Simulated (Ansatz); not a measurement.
# Mo2: the cost of one run

Computed with Ansatz 0.2.0, Gaussian basis. Level: def2-TZVPP, core rule «outside noble gas», up to 8 orbitals frozen.

Plan: UHF; ROHF; CCSD(T) on UHF.

## (1) The system

The geometry is a PBE0/def2-TZVP stationary point (not a proven minimum). No spin-orbit coupling is included. Elements past krypton take def2 core potentials.

2 atoms, charge 0, spin multiplicity 7.

Atoms are counted from 1 here; the program's logs count them from 0.

Bond lengths: Mo1–Mo2 2.158 Å.

## (2) UHF

in.yaml

```yaml
crystal:
  periodic: [false, false, false]
  atoms:
    - {symbol: Mo, position_ang: [0.000000, 0.000000, 0.000000]}
    - {symbol: Mo, position_ang: [0.000000, 0.000000, 2.157600]}
basis:
  gaussian: {orbitals: def2-TZVPP}
magnetization: {spin_polarized: true, initial_magnetization: 6}
hamiltonian: {xc: hf}
output: {orbitals: {seedname: orbitals}}
```

Started as:

```sh
> ansatz run in.yaml --threads 1 --pin off --events-out ev --progress --plain --max-ram 4096MiB --backend cpu
```

Q: Estimate wall time and peak memory on 1 thread of AMD EPYC 7R13, shared host.

About 35 s, with a peak of 0.27 GiB.
